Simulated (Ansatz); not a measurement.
This script drives Ansatz's Python interface.

`geh4n.py`:
```python
# -*- coding: utf-8 -*-
"""Saddle point for pyramidal inversion in GeH4N(-)."""

from dataclasses import dataclass
import itertools

import ansatz as az
from ase.data import atomic_numbers, covalent_radii
import numpy as np


@dataclass
class Settings:
    basis: str = "def2-SVP"
    functional: str = "PBE"
    charge: int = -1


opts = Settings()

geometry_ang = [
    ("N", (-1.0216, -0.1659, 0.2724)),
    ("Ge", (0.8115, 0.1226, 0.4517)),
    ("H", (-1.4759, 0.7744, 0.2838)),
    ("H", (-1.1711, -0.5607, -0.6829)),
    ("H", (1.5584, -1.2322, 0.3559)),
    ("H", (1.2988, 1.062, -0.6809)),
]
system = az.Crystal.molecule()
for symbol, xyz in geometry_ang:
    system = system.atom(symbol, xyz)

base = (
    system.calculation()
    .basis(gaussian=opts.basis)  # atom-centred Gaussian functions
    .functional(opts.functional)
    .charge(opts.charge)
    .scf(lower_state_search="light")
)
symbols = [site.symbol for site in system.cartesian_sites]
start = np.array([site.position_ang for site in system.cartesian_sites], dtype=float)
summary = base.relax(force_tolerance=0.005).run().report
end = np.array(summary["positions_ang"])

# start with the apex atom pushed most of the way into the plane of its neighbours
a, b, d = end[[1, 2, 3]]
normal = np.cross(b - a, d - a)
normal /= np.linalg.norm(normal)
flat = end.copy()
flat[0] -= 0.8 * ((end[0] - a) @ normal) * normal
guess = np.zeros_like(flat)
guess[0] = normal
near = az.Crystal.molecule()
for symbol, place in zip(symbols, flat):
    near = near.atom(symbol, place.tolist())
search = near.calculation()
search = search.basis(gaussian=opts.basis)
search = search.functional(opts.functional)
search = search.charge(opts.charge)
search = search.scf(lower_state_search="light")
search = search.saddle(mode_guess=guess.tolist(), force_tolerance=0.01, max_steps=40)
steps = []
top = search.session().plan().execute(on_event=lambda e: steps.append(e["data"]) if e["event"] == "saddle_step" else None).report
for s in steps:
    print(f"step {s['step']:2d}  E = {s['lagrangian_ev']:.5f} eV  force {s['allowed_force_max_ev_ang']:.4f} eV/A  curvature {s['curvature_ev_ang2']:.3f} eV/A^2")
print(f"minimum {summary['free_energy_ev']:.5f} eV, saddle {top['free_energy_ev']:.5f} eV")
print(f"electronic barrier {(top['free_energy_ev'] - summary['free_energy_ev']):.2f} eV")
saddle = np.array(top["positions_ang"])
# pairs closer than 1.2 times the sum of covalent radii, before or after
radius = [covalent_radii[atomic_numbers[s]] for s in symbols]
span = lambda where, i, j: np.linalg.norm(where[i] - where[j])
bonded = [(i, j) for i, j in itertools.combinations(range(len(symbols)), 2) if min(span(end, i, j), span(saddle, i, j)) < 1.2 * (radius[i] + radius[j])]
print("pair        before    after (A)")
for i, j in bonded:
    print(f"{symbols[i]}{i}-{symbols[j]}{j}".ljust(10), f"{span(end, i, j):8.4f} {span(saddle, i, j):8.4f}")
```

It is started by `python geh4n.py`. How long does it take on 1 thread of Intel(R) Xeon(R) 6975P-C (Granite Rapids), on a shared host, and how much memory does it need?

It took about 55 s, with a peak of 0.19 GiB, for 2 runs of the engine.

```console
$ python geh4n.py
step  1  E = -58053.47587 eV  force 5.6425 eV/A  curvature -22.919 eV/A^2
step  2  E = -58054.15951 eV  force 1.3427 eV/A  curvature -6.589 eV/A^2
step  3  E = -58054.21654 eV  force 0.4712 eV/A  curvature -2.439 eV/A^2
step  4  E = -58054.21944 eV  force 0.2537 eV/A  curvature -2.894 eV/A^2
step  5  E = -58054.22230 eV  force 0.0748 eV/A  curvature -3.492 eV/A^2
step  6  E = -58054.22317 eV  force 0.0274 eV/A  curvature -3.719 eV/A^2
step  7  E = -58054.22497 eV  force 0.0749 eV/A  curvature -3.644 eV/A^2
step  8  E = -58054.22565 eV  force 0.2617 eV/A  curvature -3.730 eV/A^2
step  9  E = -58054.22649 eV  force 0.0664 eV/A  curvature -3.808 eV/A^2
step 10  E = -58054.22641 eV  force 0.0249 eV/A  curvature -3.857 eV/A^2
step 11  E = -58054.22646 eV  force 0.0284 eV/A  curvature -3.749 eV/A^2
step 12  E = -58054.22645 eV  force 0.0167 eV/A  curvature -3.801 eV/A^2
step 13  E = -58054.22647 eV  force 0.0035 eV/A  curvature -3.805 eV/A^2
minimum -58054.42749 eV, saddle -58054.22650 eV
electronic barrier 0.20 eV
pair        before    after (A)
N0-Ge1       2.0051   1.9310
N0-H2        1.0344   1.0192
N0-H3        1.0340   1.0225
Ge1-H4       1.6394   1.6558
Ge1-H5       1.6654   1.6558
```

The settings weren't tested for convergence. The energies are electronic: no zero-point or thermal terms, and the basis set is short of its limit. No separate frequency run checks the order of the saddle point. Anions want diffuse functions, which this basis lacks.
